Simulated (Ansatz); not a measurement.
**Ag: element swaps in one structure**

One table from this session's results is given with a row withheld; the runs are named, their logs left out.

Method: DFT PBEsol, scalar-relativistic, plane waves, PAW, in Ansatz 0.2.0.

1 further run of the same task is left out (set aside as unsound or not needed). Runs told in other sessions of the task aren't counted.

## The system as given

Symmetry: R-3m, No. 166, trigonal system. Conventional cell: a = 2.869 Å, b = 2.869 Å, c = 21.059 Å, α = 90.00°, β = 90.00°, γ = 120.00°. Ag (site symmetry -3m) is surrounded by 12 Ag at 2.87 Å. Around Ag (site symmetry 3m) lie 12 Ag at 2.87 Å.

Coordinates:

```cif
data_structure
_symmetry_space_group_name_H-M 'R-3m:H'
_symmetry_Int_Tables_number 166
_cell_length_a 2.8687
_cell_length_b 2.8687
_cell_length_c 21.0590
_cell_angle_alpha 90.000
_cell_angle_beta 90.000
_cell_angle_gamma 120.000
_cell_volume 150.09
loop_
_atom_site_label
_atom_site_type_symbol
_atom_site_symmetry_multiplicity
_atom_site_Wyckoff_symbol
_atom_site_fract_x
_atom_site_fract_y
_atom_site_fract_z
_atom_site_occupancy
Ag1 Ag 3 a 0.00000 0.00000 0.00000 1
Ag2 Ag 6 c 0.00000 0.00000 0.77769 1
```

It goes back to an entry of the Materials Project, which need not be the stable form.

This cell was relaxed beforehand with the same method: volume 16.68 Å³/atom, gap on the mesh none (metal).

The first run:

Input file input.yaml:

```yaml
crystal:
  lattice:
    - [1.8140535892, 1.047344328, 8.8778048515]
    - [-1.8140535892, 1.047344328, 8.8778048515]
    - [0.0, -2.0946886561, 8.8778048515]
  atoms:
    - { symbol: K, position: [0.0, 0.0, 0.0] }
    - { symbol: K, position: [0.7776871195, 0.7776871195, 0.7776871195] }
    - { symbol: K, position: [0.2223128805, 0.2223128805, 0.2223128805] }
basis:
  ecutwfc: 420
kpoints:
  mp_grid: { grid: [6, 6, 6] }
hamiltonian:
  xc: pbesol
scf:
  occupations: { method: gaussian, width: 0.1 }
output:
  forces: true
  stress: true
  eigenvalues: true
```

The run is started by

```
$ ansatz run input.yaml --threads 1 --pin off --max-ram 2560MiB --backend cpu --events-out ev --progress --plain --runs-dir out
```

Steps of the session up to this table: A first look at the start (K); A loose first relaxation (K); Full relaxation (K); Probe: one point at the start (Cd); Rough relaxation on the coarse mesh (Cd); Full relaxation (Cd).

One table of the session follows, with a row left open; its other results are not shown here.

Lengths are those of the vectors of the cell that was run:

```
   swap  volume (Å³/atom)  a (Å)  b (Å)  c (Å)
   none             16.68  7.212  7.212  7.212
Ag → Tl             28.50  8.501  8.501  8.501
Ag → Au             17.02  7.311  7.311  7.311
Ag → Cu             11.32  6.338  6.338  6.338
Ag → Pd             14.59  6.964  6.964  6.964
 Ag → K                 ?      ?      ?      ?
Ag → Cd             21.12  8.599  8.599  8.599
```

**Question.** Estimate the row for Ag → K.

As computed: volume (Å³/atom): 70.22; a (Å): 11.568; b (Å): 11.568; c (Å): 11.568. In the column «volume (Å³/atom)» it is the highest.

Lengths are those of the computed cell. Rows of earlier swaps come from the sessions before.
